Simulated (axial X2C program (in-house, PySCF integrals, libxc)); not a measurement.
**BrAlBr: bond lengths and stretches, held linear**

An exercise on one series of results from a longer session: the logs are not shown, and one member is left open.

Method: all-electron X2C, two-component (2c) or spin-free, Br dyall-av3z, Al dyall-v3z; program: an in-house X2C program for linear molecules on PySCF integrals.

All values are calculated.

2 further runs of the same task are left out: 2 set aside as unsound or not needed.

The first run:

task.json reads:

```json
{"zs": [35, 13, 35], "q": 0, "bas": ["dyall-av3z", "dyall-v3z", "dyall-av3z"], "r0": [2.4, 2.4], "symm": 1, "scan": ["PBE0", "HF", "B3LYP"], "levels": ["PBE0", "HF", "PBE"], "nst": 2}
```

Keys: zs atomic numbers; q charge; bas basis sets; r0 starting distance in Å; symm equal bonds; scan levels of the two-bond scan (MP2 follows by itself at each HF point); levels methods; nst determinants followed.

The run is started by

```sh
$ python solin.py task.json out
```

Masses Br 78.918, Al 26.982, Br 78.918 u.

Among the steps run: Scan at PBE0, 2c; Scan at HF, 2c; Scan at B3LYP, 2c.

One of the session's tables, all rows but one given; the rest of the session is left out.

| level | r(Br–Al) (Å) | r(Al–Br) (Å) | lower stretch (cm⁻¹) | upper stretch (cm⁻¹) |
| --- | --- | --- | --- | --- |
| PBE0, 2c | 2.331 | 2.331 | 182.5 | 429.0 |
| HF, 2c | 2.346 | 2.346 | 182.0 | 410.3 |
| B3LYP, 2c | ? | ? | ? | ? |
| MP2, 2c | 2.321 | 2.321 | 189.4 | 451.7 |
| PBE0, spin-free | 2.330 | 2.330 | 183.1 | 430.1 |
| HF, spin-free | 2.345 | 2.345 | 182.5 | 411.5 |
| B3LYP, spin-free | 2.352 | 2.352 | 175.3 | 409.4 |
| MP2, spin-free | 2.320 | 2.320 | 189.8 | 452.4 |

**Question.** Estimate the row for B3LYP, 2c.

The run gave: r(Br–Al) (Å): 2.353; r(Al–Br) (Å): 2.353; lower stretch (cm⁻¹): 174.6; upper stretch (cm⁻¹): 407.9. In the column «r(Br–Al) (Å)» it is the highest.

Scans not shown above were run alike.

MP2 freezes inner shells (threshold -2 hartree). The molecule was held linear; bending was not examined, so a bent shape may lie lower.
